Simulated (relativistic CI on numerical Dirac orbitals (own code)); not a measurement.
# Co²⁺: M2,3 absorption multiplets

Wanted: the shape of the M2,3 absorption spectrum of Co²⁺ in 4 surroundings, from the same atomic integrals.

Program: relativistic CI on numerical Dirac orbitals (own code) version 1. Level of theory: Dirac-Coulomb-Breit CI, KLI orbitals optimised for each configuration, model QED (radiative potential, 1s self-energy scaled to tabulated hydrogen-like ionisation energies), valence Slater integrals scaled by 0.7, multiplet model of core-to-valence dipole absorption in a parametric crystal field. These are calculated values, not measurements, unless marked.

### 1 Starting point

```
ion                                            : Co²⁺ (Co III)
nuclear charge                                 : 27
electrons                                      : 25
configurations                                 : [Ar] 3d7 → [Ne] 3s2 3p5 3d8
magnetising field for the dichroism, Lz and Sz : exchange field 10 meV on Sz; these come from the lowest magnetised state alone (0 K)
temperature of the isotropic spectrum          : 10 K
widths                                         : Lorentz 0.48 eV, Gauss 0.3 eV
surrounding 1                                  : D4h, 10Dq = 11300, Ds = 1070, Dt = 50 cm⁻¹
surrounding 2                                  : D4h, 10Dq = 11300, Ds = 1710, Dt = 50 cm⁻¹
surrounding 3                                  : D4h, 10Dq = 11300, Ds = 2360, Dt = 50 cm⁻¹
surrounding 4                                  : D4h, 10Dq = 11300, Ds = 3000, Dt = 50 cm⁻¹
```

### 2 Surrounding 1: D4h, 10Dq = 11300, Ds = 1070, Dt = 50

The run's settings:

```ini
atom Co  Z=27  charge=2  electrons=25
nucleus A=59  rms_radius_fm=3.7875
hamiltonian dirac-coulomb  breit=on  qed=on  c_scale=1
orbitals kli  potential=per-configuration
slater_scale 0.7
correlation none
mixing on
configurations
  [Ar] 3d7
  [Ne] 3s2 3p5 3d8
end
absorption M2,3 T=10 lorentz=0.48 gauss=0.3
crystal_field D4h 10Dq=11300 Ds=1070 Dt=50
```

From the run's result record (rounded, not every field) (excerpt; [...] marks lines left out):

```text
{
  "status": "converged",
  "curve, one point in 3 above 2 % of the maximum [energy, isotropic, mcd, ld] [eV; bohr^2/eV]": [
    [59.3, 0.003072, -0.0006864, -0.002902],
    [59.6, 0.006986, -0.001826, -0.008101],
    [59.9, 0.009352, -0.001117, -0.01045],
    [60.2, 0.007046, 0.000895, -0.004288],
    [60.5, 0.009568, 0.00236, 0.0003645],
    [60.8, 0.0166, 0.001249, 0.008543],
    [61.1, 0.01731, -0.007366, 0.00521],
    [61.4, 0.01279, -0.006926, 0.003241],
    [61.7, 0.01078, -0.006378, 0.001863],
    [62, 0.01189, -0.005799, 0.006035],
    [62.3, 0.01085, -0.002322, 0.006473],
    [62.6, 0.007941, -0.0004522, 0.002226],
    [62.9, 0.008123, 0.0006663, -0.001556],
    [63.2, 0.01195, 0.004678, -0.004401],
    [63.5, 0.02025, 0.01113, -0.005304],
    [63.8, 0.02502, 0.004183, -0.009308],
    [64.1, 0.03791, -0.001359, -0.03532],
    [64.4, 0.08974, -0.004638, -0.1024],
    [64.7, 0.1312, -0.03922, -0.1386],
    [65, 0.08306, -0.02485, -0.08082],
    [65.3, 0.05494, 0.01489, -0.06019],
    [65.6, 0.04735, 0.02001, -0.05657],
    [65.9, 0.03693, 0.007249, -0.04476],
    [66.2, 0.02269, -0.002004, -0.02447],
    [66.5, 0.01312, -0.001177, -0.008172],
    [66.8, 0.01076, 0.0002638, 0.00222],
    [67.1, 0.01493, 0.001232, 0.0178],
    [67.4, 0.0307, 0.003736, 0.05424],
    "... 8 more rows left out ..."
  ],
  "sticks, the strongest [energy, strength] [eV, bohr^2]": [
    [60.88, 0.007132],
    [64.51, 0.007924],
    [64.53, 0.02009],
    [64.63, 0.02876],
    [64.64, 0.006729],
    [64.67, 0.02031],
    [64.77, 0.02126],
    [64.79, 0.007975],
    [64.86, 0.006763],
    [65.76, 0.005581],
    [67.51, 0.01599],
    [67.62, 0.005807],
    [68.2, 0.007375],
    [68.38, 0.008433]
  ],
  "total [bohr^2]": 0.279967,
  "centroid [eV]": 65.0048,
  "radial 3p6 3d7 [Ha, bohr]": {"<r^-3>(3d)": 6.0498, "<r^1>(3d)": 1.0046, "<r^2>(3d)": 1.2956, "<r^4>(3d)": 4.0345, "F2(3d,3d)": 0.42413, "F4(3d,3d)": 0.26326, "zeta(3d)": 0.0023204},
  "radial 3p5 3d8 [Ha, bohr]": {"<r^-3>(3p)": 66.349, "<r^1>(3p)": 0.81606, "<r^2>(3p)": 0.78393, "<r^4>(3p)": 1.0711, "zeta(3p)": 0.04393, "<r^-3>(3d)": 6.1382, "<r^1>(3d)": 0.99633, "<r^2>(3d)": 1.2729, "<r^4>(3d)": 3.8849, "F2(3d,3d)": 0.42819, "F4(3d,3d)": 0.26592, "F2(3p,3d)": 0.47495, "G1(3p,3d)": 0.58915, "G3(3p,3d)": 0.35617, "zeta(3d)": 0.0023148},
  "ground_degeneracy": 2,
  "ground_Lz": -0.00151638,
  "ground_Sz": -0.496154,
  "ground_S": 1.49209,
  "core_spin_orbit_splitting [eV]": 1.8235
}
```

It took 0.15 s on 1 thread, shared host.

### 3 Surrounding 2: D4h, 10Dq = 11300, Ds = 1710, Dt = 50

The settings differ from step 2 so:

```diff
@@ -12,2 +12,2 @@
 absorption M2,3 T=10 lorentz=0.48 gauss=0.3
-crystal_field D4h 10Dq=11300 Ds=1070 Dt=50
+crystal_field D4h 10Dq=11300 Ds=1710 Dt=50
```

Results of the run:

```text
{
  "status": "converged",
  "curve, one point in 5 above 2 % of the maximum [energy, isotropic, mcd, ld] [eV; bohr^2/eV]": [
    [59.4, 0.002741, -0.0006801, -0.002205],
    [59.9, 0.008885, -0.002146, -0.009651],
    [60.4, 0.007103, 0.001346, -0.001866],
    [60.9, 0.0152, 0.001251, 0.01251],
    [61.4, 0.01415, -0.007875, 0.005999],
    [61.9, 0.01167, -0.006146, 0.005443],
    [62.4, 0.01285, -0.00291, 0.01037],
    [62.9, 0.009328, 0.001069, -0.0009423],
    [63.4, 0.02033, 0.01544, -0.01308],
    [63.9, 0.02721, -0.0005395, -0.0155],
    [64.4, 0.06314, -0.01475, -0.07272],
    [64.9, 0.1175, -0.03902, -0.122],
    [65.4, 0.04766, 0.01365, -0.05119],
    [65.9, 0.04159, 0.01626, -0.0517],
    [66.4, 0.02517, 0.0002942, -0.0276],
    [66.9, 0.01238, -0.0003228, 0.0002093],
    [67.4, 0.02622, 0.002705, 0.04455],
    [67.9, 0.03133, 0.008182, 0.04412],
    [68.4, 0.02674, 0.009952, -0.001893],
    [68.9, 0.008949, 0.0003038, 0.001968],
    [69.4, 0.003482, 0.0002356, 0.000894]
  ],
  "sticks, the strongest [energy, strength] [eV, bohr^2]": [
    [63.57, 0.008746],
    [63.73, 0.008107],
    [64.69, 0.0254],
    [64.76, 0.03607],
    [64.83, 0.008119],
    [64.84, 0.011],
    [64.92, 0.0116],
    [67.61, 0.01962]
  ],
  "total [bohr^2]": 0.279908,
  "centroid [eV]": 65.0748,
  "ground_degeneracy": 2,
  "ground_Lz": -0.00106199,
  "ground_Sz": -0.497157,
  "ground_S": 1.49094,
  "core_spin_orbit_splitting [eV]": 1.8235
}
```

Wall time 0.15 s (1 thread, shared host).

### 4 Surrounding 3: D4h, 10Dq = 11300, Ds = 2360, Dt = 50

The settings differ from step 3 so:

```diff
@@ -12,2 +12,2 @@
 absorption M2,3 T=10 lorentz=0.48 gauss=0.3
-crystal_field D4h 10Dq=11300 Ds=1710 Dt=50
+crystal_field D4h 10Dq=11300 Ds=2360 Dt=50
```

Results of the run:

```text
{
  "status": "converged",
  "curve, one point in 5 above 2 % of the maximum [energy, isotropic, mcd, ld] [eV; bohr^2/eV]": [
    [59.5, 0.002509, -0.0006311, -0.001591],
    [60, 0.008343, -0.002405, -0.008047],
    [60.5, 0.007176, 0.001143, -0.0005714],
    [61, 0.0148, 0.00109, 0.01741],
    [61.5, 0.0143, -0.007573, 0.009103],
    [62, 0.01233, -0.00482, 0.008731],
    [62.5, 0.0143, -0.003528, 0.01376],
    [63, 0.01158, 0.003069, -0.002768],
    [63.5, 0.02897, 0.02334, -0.02545],
    [64, 0.02802, -0.009361, -0.02195],
    [64.5, 0.05507, -0.01953, -0.06132],
    [65, 0.1136, -0.03292, -0.1221],
    [65.5, 0.04625, 0.008213, -0.04625],
    [66, 0.03834, 0.01953, -0.04653],
    [66.5, 0.03357, 0.002357, -0.03992],
    [67, 0.01491, -0.0007356, -0.002966],
    [67.5, 0.0276, 0.002322, 0.04849],
    [68, 0.0265, 0.007025, 0.03853],
    [68.5, 0.02423, 0.01202, -0.008901],
    [69, 0.009499, 1.859e-05, -0.0004697],
    [69.5, 0.003376, 0.0002244, -0.0001053]
  ],
  "sticks, the strongest [energy, strength] [eV, bohr^2]": [
    [63.59, 0.01093],
    [63.77, 0.01096],
    [64.79, 0.008934],
    [64.89, 0.02045],
    [64.9, 0.04129],
    [65.07, 0.01068],
    [66.38, 0.008369],
    [67.69, 0.02023]
  ],
  "total [bohr^2]": 0.279882,
  "centroid [eV]": 65.1346,
  "ground_degeneracy": 2,
  "ground_Lz": -0.00115628,
  "ground_Sz": -0.49791,
  "ground_S": 1.49043,
  "core_spin_orbit_splitting [eV]": 1.8235
}
```

It took 0.15 s on 1 thread, shared host.

### 5 Surrounding 4: D4h, 10Dq = 11300, Ds = 3000, Dt = 50

The settings differ from step 4 so:

```diff
@@ -12,2 +12,2 @@
 absorption M2,3 T=10 lorentz=0.48 gauss=0.3
-crystal_field D4h 10Dq=11300 Ds=2360 Dt=50
+crystal_field D4h 10Dq=11300 Ds=3000 Dt=50
```

Results of the run:

```text
{
  "status": "converged",
  "curve, one point in 5 above 2 % of the maximum [energy, isotropic, mcd, ld] [eV; bohr^2/eV]": [
    [59.6, 0.002363, -0.0005751, -0.001044],
    [60.1, 0.007852, -0.002522, -0.00631],
    [60.6, 0.007526, 0.0009214, 0.001109],
    [61.1, 0.01515, 0.0007883, 0.02309],
    [61.6, 0.01428, -0.006657, 0.01241],
    [62.1, 0.01333, -0.003481, 0.0118],
    [62.6, 0.01527, -0.003429, 0.01608],
    [63.1, 0.01474, 0.006723, -0.006403],
    [63.6, 0.03789, 0.02109, -0.0391],
    [64.1, 0.02759, -0.01598, -0.02572],
    [64.6, 0.04635, -0.01655, -0.04909],
    [65.1, 0.1057, -0.03065, -0.1152],
    [65.6, 0.0495, 0.003528, -0.04672],
    [66.1, 0.03675, 0.02163, -0.04286],
    [66.6, 0.03869, 0.001319, -0.04759],
    [67.1, 0.01874, 0.001461, -0.007549],
    [67.6, 0.02911, 0.001719, 0.052],
    [68.1, 0.02134, 0.00537, 0.03112],
    [68.6, 0.02107, 0.01386, -0.01191],
    [69.1, 0.01043, -0.0002707, -0.003559],
    [69.6, 0.003459, 0.0001926, -0.0008768]
  ],
  "sticks, the strongest [energy, strength] [eV, bohr^2]": [
    [63.8, 0.0133],
    [64.97, 0.01086],
    [65.02, 0.0207],
    [65.05, 0.02343],
    [65.08, 0.01012],
    [65.28, 0.01065],
    [66.59, 0.01242],
    [67.75, 0.02097]
  ],
  "total [bohr^2]": 0.279868,
  "centroid [eV]": 65.1899,
  "ground_degeneracy": 2,
  "ground_Lz": -0.00118032,
  "ground_Sz": -0.498296,
  "ground_S": 1.49016,
  "core_spin_orbit_splitting [eV]": 1.8235
}
```

Run time: 0.16 s. Hardware: 1 thread, shared host.

### 6 The spectra side by side

| surrounding | ground S | Lz (0 K) | Sz (0 K) | centroid (eV) | share of the lower edge | up to four highest peaks (% of the highest), eV |
| --- | --- | --- | --- | --- | --- | --- |
| 1: D4h | 1.49 | 0.00 | -0.50 | 65.00 | - | 61.0 (14), 64.7 (100), 67.6 (29), 68.1 (24) |
| 2: D4h | 1.49 | 0.00 | -0.50 | 65.07 | - | 63.7 (22), 64.8 (100), 67.7 (29), 68.3 (22) |
| 3: D4h | 1.49 | 0.00 | -0.50 | 65.13 | - | 63.7 (28), 64.9 (100), 66.3 (33), 67.7 (30) |
| 4: D4h | 1.49 | 0.00 | -0.50 | 65.19 | - | 63.7 (37), 65.1 (100), 66.6 (37), 67.8 (32) |

### 7 Results

```
                                 quantity    value
                  highest peak, first run  64.7 eV
      ground spin (effective S from ⟨S²⟩)     1.49
core spin-orbit splitting (without Breit)  1.82 eV
```

In words: The position of the maximum differs by up to 0.4 eV between the surroundings, by shifts of peaks or by peaks exchanging rank. Edge positions are free-ion values and differ from those in solids by a few eV or more.
